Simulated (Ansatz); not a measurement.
# C2H5FOTe: basis-set convergence

The task here is to estimate one member of a computed series from the others.

The runs use Ansatz 0.2.0, Gaussian basis; one geometry, several basis sets.

Levels to be run: PBE0-D4/def2-SVP; ωB97M-V/def2-SVP; PBE0-D4/def2-QZVPP; ωB97M-V/def2-QZVPP; the functionals' def2-TZVPP values are taken from earlier runs.

**The geometry**

The geometry comes from an earlier relaxation with PBE0-D4 in a triple-zeta def2 set; it is a stationary point, not always the lowest conformer. Te takes the def2 core potential; no spin-orbit term is included.

SMILES `COC(F)[TeH]`, 10 atoms, charge 0, spin multiplicity 1.

Atoms are counted from 1 here; the program's logs count them from 0.

Bond lengths: C1–O2 1.421 Å, C1–H6 1.092 Å, C1–H7 1.096 Å, C1–H8 1.088 Å, O2–C3 1.359 Å, C3–F4 1.378 Å, C3–Te5 2.163 Å, C3–H9 1.099 Å, Te5–H10 1.655 Å. Angles: O2–C1–H6 111.1°, O2–C1–H7 110.6°, O2–C1–H8 106.5°, H6–C1–H7 109.5°, H6–C1–H8 109.7°, H7–C1–H8 109.4°, C1–O2–C3 113.7°, O2–C3–F4 110.4°, O2–C3–Te5 109.3°, O2–C3–H9 112.7°, F4–C3–Te5 110.8°, F4–C3–H9 106.1°, Te5–C3–H9 107.4°, C3–Te5–H10 91.3°.

The first run:

in.yaml

```yaml
crystal:
  periodic: [false, false, false]
  atoms:
    - {symbol: C, position_ang: [-1.099656, -1.012619, 0.137216]}
    - {symbol: O, position_ang: [0.128490, -0.473613, -0.331235]}
    - {symbol: C, position_ang: [0.344352, 0.810109, 0.058231]}
    - {symbol: F, position_ang: [0.547875, 0.871408, 1.420010]}
    - {symbol: Te, position_ang: [2.048842, 1.603607, -1.010394]}
    - {symbol: H, position_ang: [-1.100971, -1.100280, 1.226041]}
    - {symbol: H, position_ang: [-1.941247, -0.386243, -0.180737]}
    - {symbol: H, position_ang: [-1.195030, -2.000020, -0.310425]}
    - {symbol: H, position_ang: [-0.511276, 1.466269, -0.152586]}
    - {symbol: H, position_ang: [2.861720, 0.170379, -0.853321]}
basis:
  gaussian: {orbitals: def2-SVP}
hamiltonian: {xc: pbe0, dispersion: d4}
output: {orbitals: {seedname: orbitals}}
```

Steps of the session up to this table: PBE0-D4 in def2-SVP; ωB97M-V in def2-SVP; PBE0-D4 in def2-QZVPP; ωB97M-V in def2-QZVPP.

One table of the session follows, with a row left open; its other results are not shown here.

It belongs to the step «Density functionals: the series». 

| functional | basis | HOMO (eV) |
| --- | --- | --- |
| PBE0-D4 | def2-SVP | -6.22 |
| PBE0-D4 | def2-TZVPP | -6.36 |
| PBE0-D4 | def2-QZVPP | -6.39 |
| ωB97M-V | def2-SVP | -8.34 |
| ωB97M-V | def2-TZVPP | -8.50 |
| ωB97M-V | def2-QZVPP | ? |

**Question.** Estimate the row for ωB97M-V, def2-QZVPP.

The run gave: HOMO (eV): -8.54. In the column «HOMO (eV)» it is the lowest.
